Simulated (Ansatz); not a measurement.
**BF3H2N with multiplicity 2: a relaxation**

Wanted: the relaxed geometry, from a rough start. Meant to form: F2–N5; to break: B1–F2. The start is a guess near the saddle point, from which both ends are pulled out.

All numbers below are computed with Ansatz 0.2.0 (UKS B3LYP-D4/def2-SVP).

## Step 1: Starting point

Bond lengths: B1–F2 1.570 Å, B1–F3 1.320 Å, B1–F4 1.320 Å, N5–H6 1.060 Å, N5–H7 1.060 Å. Angles: F2–B1–F3 120.0°, F2–B1–F4 120.0°, F3–B1–F4 120.0°, H6–N5–H7 120.0°.

Structure file:

```xyz
7

B     0.0000    0.0000    0.0000
F     0.0000    0.0000    1.5700
F     1.1431    0.0000   -0.6600
F    -1.1431    0.0000   -0.6600
N     0.0000    0.0000    3.1500
H    -0.4960   -0.7725    3.6800
H     0.4960    0.7725    3.6800
```

## Step 2: A restrained relaxation towards end A

Springs on the bonds that form and break draw the guess towards this end; the thresholds are loose.

Contents of input.yaml:

```yaml
crystal:
  periodic: [false, false, false]
  atoms:
    - { symbol: B, position_ang: [0.0, 0.0, 0.0] }
    - { symbol: F, position_ang: [0.0, 0.0, 1.57] }
    - { symbol: F, position_ang: [1.1431, 0.0, -0.66] }
    - { symbol: F, position_ang: [-1.1431, 0.0, -0.66] }
    - { symbol: "N", position_ang: [0.0, 0.0, 3.15] }
    - { symbol: H, position_ang: [-0.496, -0.7725, 3.68] }
    - { symbol: H, position_ang: [0.496, 0.7725, 3.68] }
magnetization:
  spin_polarized: true
  initial_magnetization: 1
basis:
  gaussian: { orbitals: def2-SVP }
hamiltonian:
  xc: b3lyp
  dispersion: d4
relax:
  f_tol: 0.15
  max_steps: 25
  restrain:
    - { distance: [1, 4], at: 2.48, k: 30.0 }
    - { distance: [0, 1], at: 1.32, k: 30.0 }
```

The run is started by

```bash
$ ansatz run input.yaml --threads 2 --pin off --max-ram 3072MiB --backend cpu --events-out ev --progress --plain --runs-dir out
```

The program printed, shortened:

```text
Warning: RAYON_NUM_THREADS=2 ignored (pool sized by the plan → 2); use --threads N
[...]
Functional definition: B3LYP
[...]
859 factors; integrals over basis functions are off by at most 4.0e-4 eV
[...]
mean field -10339.63551716 eV, -379.9745967989 hartree, gradient 3.3e-5 eV, S^2 0.753546; 1 other end points of the search recorded, 0 dependent functions left out
[...]
reference -10339.63573756 eV, -379.9746048987 hartree; 21, 20 occupied and 59, 60 virtual orbitals, 859 factors
relax step   1: F+E_penalty+E_count = -10339.75722674 eV  Δ(F+E_penalty+E_count) = +0.000e0 eV  max|allowed force component| = 9.931e0 eV/Å  E_restraint = 13.08750000 eV  max|allowed force component, restraints' pulls added| = 4.443e1 eV/Å  Δτ_max = 0.0000 Å  (47 SCF iters, accepted)
[...]
relax step   3: F+E_penalty+E_count = -10342.72110318 eV  Δ(F+E_penalty+E_count) = -5.554e-1 eV  max|allowed force component| = 3.786e0 eV/Å  E_restraint = 0.56739918 eV  max|allowed force component, restraints' pulls added| = 6.485e0 eV/Å  Δτ_max = 0.1974 Å  (118 SCF iters, accepted)
[...]
relax step   5: F+E_penalty+E_count = -10343.60797524 eV  Δ(F+E_penalty+E_count) = -5.021e-1 eV  max|allowed force component| = 2.216e0 eV/Å  E_restraint = 0.00703728 eV  max|allowed force component, restraints' pulls added| = 2.784e0 eV/Å  Δτ_max = 0.1463 Å  (35 SCF iters, accepted)
[...]
relax step   9: F+E_penalty+E_count = -10344.19868553 eV  Δ(F+E_penalty+E_count) = -5.229e-3 eV  max|allowed force component| = 8.744e-1 eV/Å  E_restraint = 0.00776859 eV  max|allowed force component, restraints' pulls added| = 2.098e-2 eV/Å  Δτ_max = 0.0121 Å  (34 SCF iters, accepted)
  distance F 1 - N 4 = 2.5015 Å
  distance B 0 - F 1 = 1.3127 Å
860 factors; integrals over basis functions are off by at most 4.3e-4 eV
[...]
mean field -10344.09230962 eV, -380.1383809009 hartree, gradient 1.5e-5 eV, S^2 0.752811; 1 other end points of the search recorded, 0 dependent functions left out
[...]
reference -10344.09253936 eV, -380.1383893438 hartree; 21, 20 occupied and 59, 60 virtual orbitals, 860 factors
Total energy: -10344.19891527 eV, -380.1422985864 hartree
Atom 0 at    -0.000001     0.000018    -0.284641 Å, force     0.000004    -0.000389     0.230041 eV/Å
Atom 1 at    -0.000002     0.000003     1.028018 Å, force    -0.000005     0.000132    -0.874356 eV/Å
Atom 2 at     1.136476     0.010956    -0.949863 Å, force    -0.000053     0.000775     0.000964 eV/Å
Atom 3 at    -1.136477    -0.010977    -0.949864 Å, force     0.000051    -0.000520     0.000965 eV/Å
Atom 4 at     0.000006     0.000004     3.529559 Å, force     0.000005     0.000004     0.625248 eV/Å
Atom 5 at    -0.443995    -0.663895     4.193384 Å, force    -0.002184    -0.001607     0.008567 eV/Å
Atom 6 at     0.443993     0.663891     4.193407 Å, force     0.002182     0.001604     0.008570 eV/Å
Dipole moment:    -0.000004     0.000019     0.434119 e Å
```

It took 29 s on 2 threads of Arm Neoverse V1, shared host; peak memory 0.21 GiB.

Relaxation path:

```tsv
step	energy from step 1 (eV)	largest force component (eV/Å)
1	0.0000	9.9313
2	-2.4085	5.2486
3	-2.9639	3.7862
4	-3.3487	2.2718
5	-3.8507	2.2159
6	-4.3700	1.5226
7	-4.4354	1.4879
8	-4.4362	0.6944
9	-4.4415	0.8744
```

Step 1 is the start. Energies and forces in the table leave out the springs, which the log lists apart; the run stops on the force with the springs' pull added.

After: Bond lengths: B1–F2 1.313 Å, B1–F3 1.317 Å, B1–F4 1.317 Å, N5–H6 1.039 Å, N5–H7 1.039 Å. Angles: F2–B1–F3 120.3°, F2–B1–F4 120.3°, F3–B1–F4 119.3°, H6–N5–H7 100.5°.

## Step 3: End point A

It starts where the restrained run ended.

Contents of input.yaml:

```yaml
crystal:
  periodic: [false, false, false]
  atoms:
    - { symbol: B, position_ang: [-1.0e-06, 1.8e-05, -0.284641] }
    - { symbol: F, position_ang: [-2.0e-06, 3.0e-06, 1.028018] }
    - { symbol: F, position_ang: [1.136476, 0.010956, -0.949863] }
    - { symbol: F, position_ang: [-1.136477, -0.010977, -0.949864] }
    - { symbol: "N", position_ang: [6.0e-06, 4.0e-06, 3.529559] }
    - { symbol: H, position_ang: [-0.443995, -0.663895, 4.193384] }
    - { symbol: H, position_ang: [0.443993, 0.663891, 4.193407] }
magnetization:
  spin_polarized: true
  initial_magnetization: 1
basis:
  gaussian: { orbitals: def2-SVP }
hamiltonian:
  xc: b3lyp
  dispersion: d4
relax:
  f_tol: 0.03
  max_steps: 50
```

The run is started by

```bash
$ ansatz run input.yaml --threads 2 --pin off --max-ram 3072MiB --backend cpu --events-out ev --progress --plain --runs-dir out
```

The program printed, shortened:

```text
Warning: RAYON_NUM_THREADS=2 ignored (pool sized by the plan → 2); use --threads N
[...]
[... 1 set-up line as earlier in the session ...]
[...]
854 factors; integrals over basis functions are off by at most 4.9e-4 eV
[...]
mean field -10344.09231007 eV, -380.1383809176 hartree, gradient 6.4e-5 eV, S^2 0.752811; 0 other end points of the search recorded, 0 dependent functions left out
[...]
reference -10344.09253987 eV, -380.1383893625 hartree; 21, 20 occupied and 59, 60 virtual orbitals, 854 factors
relax step   1: F+E_penalty+E_count = -10344.19868598 eV  Δ(F+E_penalty+E_count) = +0.000e0 eV  max|allowed force component| = 8.744e-1 eV/Å  Δτ_max = 0.0000 Å  (28 SCF iters, accepted)
[...]
relax step   8: F+E_penalty+E_count = -10344.34168992 eV  Δ(F+E_penalty+E_count) = -5.438e-4 eV  max|allowed force component| = 1.562e-1 eV/Å  Δτ_max = 0.0656 Å  (33 SCF iters, accepted)
[...]
relax step  15: F+E_penalty+E_count = -10344.35616844 eV  Δ(F+E_penalty+E_count) = -5.121e-3 eV  max|allowed force component| = 9.252e-2 eV/Å  Δτ_max = 0.0743 Å  (34 SCF iters, accepted)
[...]
relax step  22: F+E_penalty+E_count = -10344.40800389 eV  Δ(F+E_penalty+E_count) = -1.866e-2 eV  max|allowed force component| = 5.403e-1 eV/Å  Δτ_max = 0.1851 Å  (33 SCF iters, accepted)
[...]
relax step  29: F+E_penalty+E_count = -10344.65936054 eV  Δ(F+E_penalty+E_count) = -8.324e-2 eV  max|allowed force component| = 8.033e-1 eV/Å  Δτ_max = 0.1974 Å  (32 SCF iters, accepted)
relax step  30: F+E_penalty+E_count = -10344.76230799 eV  Δ(F+E_penalty+E_count) = -1.029e-1 eV  max|allowed force component| = 7.654e-1 eV/Å  Δτ_max = 0.1950 Å  (39 SCF iters, accepted)
```

## Step 4: More of the same log: end point A relaxed

Output, continued, shortened:

```text
relax step  31: F+E_penalty+E_count = -10344.82687747 eV  Δ(F+E_penalty+E_count) = -6.457e-2 eV  max|allowed force component| = 8.873e-1 eV/Å  Δτ_max = 0.1949 Å  (33 SCF iters, accepted)
[...]
relax step  34: F+E_penalty+E_count = -10345.09422306 eV  Δ(F+E_penalty+E_count) = +1.765e-2 eV  max|allowed force component| = 2.483e0 eV/Å  Δτ_max = 0.1968 Å  (39 SCF iters, rejected (line search))
[...]
relax step  37: F+E_penalty+E_count = -10345.19613986 eV  Δ(F+E_penalty+E_count) = -1.619e-3 eV  max|allowed force component| = 1.137e-1 eV/Å  Δτ_max = 0.0264 Å  (35 SCF iters, accepted)
[...]
relax step  40: F+E_penalty+E_count = -10345.19925506 eV  Δ(F+E_penalty+E_count) = -3.728e-4 eV  max|allowed force component| = 6.547e-3 eV/Å  Δτ_max = 0.0317 Å  (34 SCF iters, accepted)
[...]
reference -10345.05308627 eV, -380.1736887916 hartree; 21, 20 occupied and 59, 60 virtual orbitals, 854 factors
Total energy: -10345.19959846 eV, -380.1790730151 hartree
Atom 0 at    -0.055914     0.108932     0.813918 Å, force     0.001082     0.006961    -0.007234 eV/Å
Atom 1 at    -0.112195     1.456565     0.620249 Å, force     0.000417    -0.000946     0.001230 eV/Å
Atom 2 at     1.153243    -0.463991     0.478352 Å, force    -0.000438    -0.001342     0.004722 eV/Å
Atom 3 at    -1.145965    -0.590780     0.391672 Å, force    -0.001768    -0.001475     0.003673 eV/Å
Atom 4 at    -0.008625    -0.097164     2.454793 Å, force     0.002704    -0.001274    -0.003218 eV/Å
Atom 5 at    -0.319278    -0.958116     2.918635 Å, force     0.002044     0.001708     0.001920 eV/Å
Atom 6 at     0.488733     0.544552     3.082381 Å, force    -0.004041    -0.003632    -0.001094 eV/Å
Dipole moment:     0.068808    -0.167644     1.187893 e Å
```

It took 1.7 min on 2 threads of Arm Neoverse V1, shared host; peak memory 0.22 GiB.

Relaxation path, one in 2:

```tsv
step	energy from step 1 (eV)	largest force component (eV/Å)
1	0.0000	0.8744
3	-0.1404	0.1132
5x	-0.0447	1.7852
7	-0.1425	0.0440
9	-0.1442	0.0609
11x	-0.1069	1.3166
13	-0.1524	0.1272
15	-0.1575	0.0925
17x	-0.1433	0.8213
19	-0.1715	0.2172
21	-0.1907	0.2559
23	-0.2436	0.3211
25	-0.2636	0.3171
27	-0.3233	0.5238
29	-0.4607	0.8033
31	-0.6282	0.8873
33	-0.9132	0.7157
35	-0.9866	0.5181
37	-0.9975	0.1137
39	-1.0002	0.0352
41x	-1.0005	0.0955
42	-1.0007	0.0072
```

Step 1 is the start. 7 steps were tried and not accepted (marked x).

After: Bond lengths: B1–F2 1.363 Å, B1–F3 1.379 Å, B1–F4 1.362 Å, B1–N5 1.654 Å, N5–H6 1.026 Å, N5–H7 1.026 Å. Angles: F2–B1–F3 114.4°, F2–B1–F4 115.5°, F2–B1–N5 105.4°, F3–B1–F4 114.4°, F3–B1–N5 99.5°, F4–B1–N5 105.4°, B1–N5–H6 123.0°, B1–N5–H7 122.9°, H6–N5–H7 113.3°.

Pairs that crossed the distance rule for bonds on the way: came closer B1–N5.

## Step 5: Results

| quantity | value |
| --- | --- |
| end A | 34 moves, 1.001 eV lower |

The relaxation gains 1.00 eV in 34 moves, with F2 moving most (1.52 Å); the start's largest force component was 0.9 eV/Å.
